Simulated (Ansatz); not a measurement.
# Carbon, hcp under PBE: structure, energy and stiffness

The plan for carbon in the hcp structure: relax it, solve it on a dense k-mesh, switch on spin-orbit coupling, then scale the cell to 7 volumes from 88 to 112 % of the relaxed one and try a fit of the equation of state. The k-meshes are 17×17×9 for the relaxation; 34×34×7 for the dense run; 21×21×4 for spin-orbit coupling; 23×23×5 for the volumes.

Program: Ansatz 0.2.0. Level of theory: DFT PBE, plane waves (420 eV) with PAW, scalar-relativistic. These are calculated values, not measurements.

## 1. The system as given

Symmetry: P6_3/mmc, No. 194, hexagonal system. Conventional cell: a = 2.107 Å, b = 2.107 Å, c = 3.441 Å, α = 90.00°, β = 90.00°, γ = 120.00°. C (site symmetry -6m2) is surrounded by 12 C at 2.11 Å.

Structure file:

```
C
1.0
     2.10720    0.00000    0.00000
    -1.05360    1.82488    0.00000
     0.00000    0.00000    3.44105
C
2
Direct
  0.33333 0.66667 0.25000
  0.66667 0.33333 0.75000
```

## 2. Geometry optimisation

Contents of input.yaml:

```yaml
crystal:
  lattice:
    - [2.1071951087, 0.0, 0.0]
    - [-1.0535975543, 1.8248844949, 0.0]
    - [0.0, 0.0, 3.4410496125]
  atoms:
    - { symbol: C, position: [0.3333333333, 0.6666666667, 0.25] }
    - { symbol: C, position: [0.6666666667, 0.3333333333, 0.75] }
hamiltonian:
  xc: pbe
  pseudopotentials:
    kind: paw
    azcp:
      C: "pseudopotentials/C.paw.azcp"
basis:
  ecutwfc: 420
  fft_grid_basis: typed
kpoints:
  mp_grid: { grid: [17, 17, 9], shift: [0, 0, 0] }
magnetization:
  spin_polarized: false
scf:
  occupations: { method: fermi_dirac, width: 0.1 }
relax:
  max_steps: 60
  f_tol: 0.01
  cell: {}
output:
  write_density: true
  write_potential: true
  elf: true
  volumetric_format: npy
```

Run with:

```bash
$ ansatz run input.yaml --threads 1 --pin off --max-ram 3584MiB --backend cpu --events-out ev --progress --plain --runs-dir out
```

Further steps of the session: Dense single point; Spin-orbit coupling switched on; Volume × 0.88; Volume × 0.92; Volume × 0.96; Volume × 1.0; Volume × 1.04; Volume × 1.08; Volume × 1.12.

Q: Predict the outcome of this session. Wanted: space group; conventional cell; volume; shortest distance; gap on the mesh; relative to graphite; V₀, B₀, B₀′.

The runs gave:

| quantity | value |
| --- | --- |
| space group (spins left aside) | P6_3/mmc (No. 194) |
| conventional cell | a = 1.719 Å, c = 8.198 Å (c/a = 4.768) |
| volume | 10.496 Å³/atom |
| shortest distance | 1.719 Å |
| gap on the mesh | none (levels filled in part) |
| relative to graphite | +3952 meV/atom |
| V₀, B₀, B₀′ | 10.468 Å³/atom, 93 GPa, 10.9 |

In words: The relaxation enlarged the cell by 58.6 % in volume. Against the reference form of carbon (graphite, computed apart with the same settings) it stands 3952 meV/atom higher, so it is far from stable. Levels at the Fermi energy are filled in part, as in a metal. The total energy of the spin-orbit run (on a coarser mesh) lies -6 meV/atom from the scalar one; mesh and treatment of the core enter this figure, so it is no spin-orbit energy. The fitted modulus is 93 GPa; letting shape and positions relax at each volume could only lower it. Relaxation kept the symmetry; phonons were not checked.
